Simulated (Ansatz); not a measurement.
# CH₄BrFSi: up Jacob's ladder to CCSD(T)

An exercise on one series of results from a longer session: the logs are not shown, and one member is left open.

The runs use Ansatz 0.2.0, Gaussian basis; functionals in def2-TZVPP, the program's frozen cores in correlated methods.

The runs, in order: LDA (SPW92), PBE-D4, revPBE-D4, BLYP-D4, r2SCAN-D4, B97M-V, PBE0-D4, B3LYP-D4, r2SCANh-D4, r2SCAN0-D4, HSE06-D4, BHLYP-D4, CAM-B3LYP-D4, LC-ωPBE, ωB97X-V, ωB97M-V, B2PLYP, PBE-QIDH; CCSD(T)/def2-SVP; CCSD(T)/def2-TZVPP; MP2/def2-QZVPP; extrapolation to the limit; RPA on PBE.

### Structure used throughout

An earlier PBE0-D4 in a triple-zeta def2 set relaxation fixed the geometry.

SMILES `C[SiH](F)Br`, 8 atoms, charge 0, spin multiplicity 1.

Atoms are counted from 1 here; the program's logs count them from 0.

Bond lengths: C1–Si2 1.844 Å, C1–H5 1.093 Å, C1–H6 1.092 Å, C1–H7 1.092 Å, Si2–F3 1.594 Å, Si2–Br4 2.213 Å, Si2–H8 1.478 Å. Angles: Si2–C1–H5 110.1°, Si2–C1–H6 110.3°, Si2–C1–H7 110.6°, H5–C1–H6 108.6°, H5–C1–H7 108.7°, H6–C1–H7 108.4°, C1–Si2–F3 109.5°, C1–Si2–Br4 110.3°, C1–Si2–H8 114.1°, F3–Si2–Br4 107.7°, F3–Si2–H8 107.4°, Br4–Si2–H8 107.6°.

As a file:

```mol
CH4BrFSi
  3D, bonds by distance, orders not assigned

  8  7  0  0  0  0  0  0  0  0999 V2000
   -0.2514    0.9584    0.1964 C   0  0
    0.3695   -0.7377   -0.1758 Si  0  0
    1.0309   -1.3618    1.1337 F   0  0
   -1.3052   -2.0542   -0.7744 Br  0  0
    0.5741    1.5989    0.5180 H   0  0
   -0.7075    1.3986   -0.6931 H   0  0
   -1.0007    0.9284    0.9899 H   0  0
    1.3823   -0.7878   -1.2506 H   0  0
  1  2  8  0
  2  3  8  0
  2  4  8  0
  1  5  8  0
  1  6  8  0
  1  7  8  0
  2  8  8  0
M  END
```

The first run:

in.yaml reads:

```yaml
crystal:
  periodic: [false, false, false]
  atoms:
    - {symbol: C, position_ang: [-0.251368, 0.958436, 0.196382]}
    - {symbol: Si, position_ang: [0.369492, -0.737740, -0.175845]}
    - {symbol: F, position_ang: [1.030929, -1.361786, 1.133723]}
    - {symbol: Br, position_ang: [-1.305227, -2.054178, -0.774397]}
    - {symbol: H, position_ang: [0.574144, 1.598888, 0.517971]}
    - {symbol: H, position_ang: [-0.707528, 1.398572, -0.693094]}
    - {symbol: H, position_ang: [-1.000679, 0.928378, 0.989933]}
    - {symbol: H, position_ang: [1.382337, -0.787770, -1.250572]}
basis:
  gaussian: {orbitals: def2-TZVPP}
hamiltonian: {xc: lda}
output: {orbitals: {seedname: orbitals}}
```

Run with:

```bash
$ ansatz run in.yaml --threads 4 --pin off --events-out ev --progress --plain --max-ram 10444MiB
```

Steps of the session up to this table: LDA; PBE-D4 (GGA); revPBE-D4 (GGA); BLYP-D4 (GGA); r2SCAN-D4 (meta-GGA); B97M-V (meta-GGA); PBE0-D4 (hybrid); B3LYP-D4 (hybrid); r2SCANh-D4 (hybrid); r2SCAN0-D4 (hybrid); HSE06-D4 (hybrid); BHLYP-D4 (hybrid); CAM-B3LYP-D4 (range-separated); LC-ωPBE (range-separated); ωB97X-V (range-separated); ωB97M-V (range-separated); B2PLYP (double hybrid); PBE-QIDH (double hybrid).

One table of the session follows, with a row left open; its other results are not shown here.

It belongs to the step «Orbital energies across the functionals». 

| functional | HOMO (eV) | LUMO (eV) | gap (eV) |
| --- | --- | --- | --- |
| LDA (SPW92) | ? | ? | ? |
| PBE-D4 | -7.20 | -0.40 | 6.80 |
| revPBE-D4 | -7.15 | -0.29 | 6.86 |
| BLYP-D4 | -7.05 | -0.27 | 6.78 |
| r2SCAN-D4 | -7.54 | 0.01 | 7.55 |
| B97M-V | -7.62 | -0.07 | 7.55 |
| PBE0-D4 | -8.50 | 0.50 | 9.00 |
| B3LYP-D4 | -8.24 | 0.28 | 8.52 |
| r2SCANh-D4 | -8.01 | 0.32 | 8.32 |
| r2SCAN0-D4 | -8.72 | 0.76 | 9.47 |
| HSE06-D4 | -8.10 | 0.13 | 8.22 |
| BHLYP-D4 | -9.65 | 1.43 | 11.08 |
| CAM-B3LYP-D4 | -9.83 | 1.54 | 11.37 |
| LC-ωPBE | -11.22 | 2.72 | 13.94 |
| ωB97X-V | -10.86 | 2.60 | 13.46 |
| ωB97M-V | -10.71 | 2.30 | 13.01 |

**Question.** Estimate the row for LDA (SPW92).

As computed: HOMO (eV): -7.33; LUMO (eV): -0.67; gap (eV): 6.67. In the column «HOMO (eV)» it lies between r2SCAN-D4 (-7.54) and PBE-D4 (-7.20).
